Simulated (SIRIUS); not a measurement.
The system is GaB.

```
Ga B
1.0
     2.71824    0.00000    0.00000
     0.00000    2.71824    0.00000
     0.00000    0.00000    3.23621
Ga B
1 1
Direct
  0.50000 0.50000 0.50000
  0.00000 0.00000 0.00000
```

The cell was built by a generator and needn't be a form met in nature.

```yaml
Program: SIRIUS 7.10.0
Task: single point
Functional: PBE
Potentials_or_basis: PseudoDojo 0.4.1 PBE standard (scalar relativistic)
Cutoff: 1102 eV
Density_cutoff: 4408 eV
k_mesh: 10 × 10 × 8
Occupations: fermi-dirac, width 0.05 eV
Spin: no spin polarisation
```

On this cell: pressure 0.1 GPa; largest force under 0.003 eV/Å; band gap on the k mesh none (metal or under the smearing width).

The same run follows on a disturbed copy (atoms moved at random, drawn with an rms of 0.05 Å):

```xyz
2
Lattice="2.7182 0.0000 0.0000 0.0000 2.7182 0.0000 0.0000 0.0000 3.2362" Properties=species:S:1:pos:R:3 pbc="T T T"
Ga    1.3942    1.3710    1.5766
B    -0.0101   -0.0265   -0.0201
```

Question: What changes?

Answer: The energy (extrapolated to zero smearing) moves by -0.2 meV/atom; pressure 0.1 GPa; largest force 0.053 eV/Å; band gap on the k mesh none (metal or under the smearing width).

Forces in eV/Å, atoms in the order of the input:
```
Ga   0.023  0.020  0.044
B   -0.023 -0.020 -0.044
```

Stress tensor (GPa, compression positive):
```
 0.38  0.15 -0.08
 0.15  0.39 -0.06
-0.08 -0.06 -0.38
```
